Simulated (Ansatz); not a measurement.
**K: how the settings move a relaxation**

How sensitive is a relaxation of K to its settings? A reference run comes first, then one run with altered input.

The COD entry's cell or inner coordinates are ideal or old and differ from later refinements, so a difference from it is no clean test against experiment.

Method: reference: DFT, r2SCAN, PAW with Ansatz's default frozen-core files, scalar-relativistic; relaxation of cell and atoms, in Ansatz 0.2.0.

### Step 1. The starting structure

Symmetry: Im-3m, No. 229, cubic system. The conventional cell has a = 5.225 Å, b = 5.225 Å, c = 5.225 Å, α = 90.00°, β = 90.00°, γ = 90.00°.

Structure file:

```
K
1.0
    -2.61250    2.61250    2.61250
     2.61250   -2.61250    2.61250
     2.61250    2.61250   -2.61250
K
1
Direct
  0.00000 0.00000 0.00000
```

### Step 2. Baseline

input.yaml reads:

```yaml
crystal:
  lattice:
    - [-2.6125, 2.6125, 2.6125]
    - [2.6125, -2.6125, 2.6125]
    - [2.6125, 2.6125, -2.6125]
  atoms:
    - { symbol: K, position: [0.0, 0.0, 0.0] }
kpoints:
  mp_grid: { grid: [16, 16, 16] }
scf:
  occupations: { method: fermi_dirac, width: 0.05 }
hamiltonian:
  xc: r2scan
  pseudopotentials: { kind: paw }
relax:
  f_tol: 0.002
  max_steps: 80
  cell: {}
output:
  forces: true
  stress: true
```

The run is started by

```sh
> ansatz run input.yaml --threads 2 --pin off --max-ram 10240MiB --backend cpu --events-out ev --progress --plain --runs-dir out
```

### Step 3. Changing settings: dr2_threshold 1.0e-11

Changes to input.yaml since step 2:

```diff
@@ -11,2 +11,3 @@
   occupations: { method: fermi_dirac, width: 0.05 }
+  convergence: { dr2_threshold: 1.0e-11 }
 hamiltonian:
```

Q: Predict the outcome of this session. Wanted: for each run, ending; energy change; pressure; gap; force.

The runs gave:

| run | ending | energy change | pressure (GPa) | gap (eV) | force (eV/Å) | cycles | time |
| --- | --- | --- | --- | --- | --- | --- | --- |
| reference | converged | 0 | 0.0 | 0.00 | 0.00 | 24 | 19 s |
| 1: dr2_threshold 1.0e-11 | converged | 0.0 meV/atom | 0.0 | 0.00 | 0.00 | 32 | 18 s |

With the changed convergence setting the energy agrees within 0.5 meV/atom. Cost: 32 SCF cycles against 24.
